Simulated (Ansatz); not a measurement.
# Lu3Si (antiAuCu3): other levels of theory at one geometry

Aim: keep the cell of Lu3Si (antiAuCu3) fixed and change the level of theory, to see how the gap and the pressure move. The start comes from a prototype table, not from a measured structure.

Computed with Ansatz 0.2.0 (DFT at several levels, plane waves, PAW, unless a step's input says otherwise).

1 further run of the same task is left out (it didn't finish). Runs told in other sessions of the task aren't counted.

## (1) The starting structure

It takes space group Pm-3m (No. 221, cubic). Conventional cell: a = 4.521 Å, b = 4.521 Å, c = 4.521 Å, α = 90.00°, β = 90.00°, γ = 90.00°. Lu (site symmetry 4/mmm) has 8 Lu at 3.20 Å and 4 Si at 3.20 Å in its first shell of neighbours. Around Si (site symmetry m-3m) lie 12 Lu at 3.20 Å.

Coordinates:

```cif
data_structure
_symmetry_space_group_name_H-M 'Pm-3m'
_symmetry_Int_Tables_number 221
_cell_length_a 4.5207
_cell_length_b 4.5207
_cell_length_c 4.5207
_cell_angle_alpha 90.000
_cell_angle_beta 90.000
_cell_angle_gamma 90.000
_cell_volume 92.39
loop_
_atom_site_label
_atom_site_type_symbol
_atom_site_symmetry_multiplicity
_atom_site_Wyckoff_symbol
_atom_site_fract_x
_atom_site_fract_y
_atom_site_fract_z
_atom_site_occupancy
Lu1 Lu 3 c 0.00000 0.50000 0.50000 1
Si1 Si 1 a 0.00000 0.00000 0.00000 1
```

An earlier run at PBE left this cell at 23.097 Å³/atom and -0.01 GPa (8×8×8 mesh), metallic.

Levels to run: PBE+SOC; r²SCAN; PBEsol; LDA. Hardware: 2 threads of Arm Neoverse V2, shared host.

## (2) PBE+SOC

input.yaml reads:

```yaml
crystal:
  lattice:
    - [4.5206760063, 0.0, 0.0]
    - [0.0, 4.5206760063, 0.0]
    - [0.0, 0.0, 4.5206760063]
  atoms:
    - { symbol: Lu, position: [0.0, 0.5, 0.5] }
    - { symbol: Lu, position: [0.5, 0.5, 0.0] }
    - { symbol: Lu, position: [0.5, 0.0, 0.5] }
    - { symbol: Si, position: [0.0, 0.0, 0.0] }
basis:
  ecutwfc: 420
  ecutrho_ratio: 4
kpoints:
  mp_grid: { grid: [8, 8, 8] }
hamiltonian:
  xc: pbe
scf:
  occupations: { method: gaussian, width: 0.05 }
output:
  forces: true
  stress: true
  eigenvalues: true
  populations: true
  hubbard: { sites: [{ species: Lu, l: f }] }
  dos: { projected: true, de: 0.02 }
  write_density: true
  write_potential: true
  elf: true
  volumetric_format: npy
magnetization:
  noncollinear: true
  spin_orbit: true
```

Command:

```bash
ansatz run input.yaml --threads 2 --pin off --max-ram 2662MiB --backend cpu --events-out ev --progress --plain --runs-dir out
```

The runs that follow: r²SCAN; PBEsol; LDA.

Q: Predict the outcome of this session. Wanted: for each run, pressure.

As calculated:

| level | mesh | gap on the mesh (eV) | pressure (GPa) | time |
| --- | --- | --- | --- | --- |
| PBE | 8×8×8 | metal | 0.0 | 33 s* |
| LDA | 8×8×8 | metal | -6.1 | 6.3 s |
| PBEsol | 8×8×8 | metal | -3.3 | 6.5 s |
| PBE+SOC | 8×8×8 | metal | -0.3 | 59 s* |
| r²SCAN | 8×8×8 | metal | -1.2 | 17 s |

Times are on 2 threads of Arm Neoverse V2, shared host. * Includes bands or densities of states.

The pressure runs from -6.1 GPa (LDA) to 0.0 GPa (PBE); a negative pressure means that level wants a smaller cell, a positive one a larger cell. Every level gives a metal. Total energies of different levels have different zeros and can't be compared.
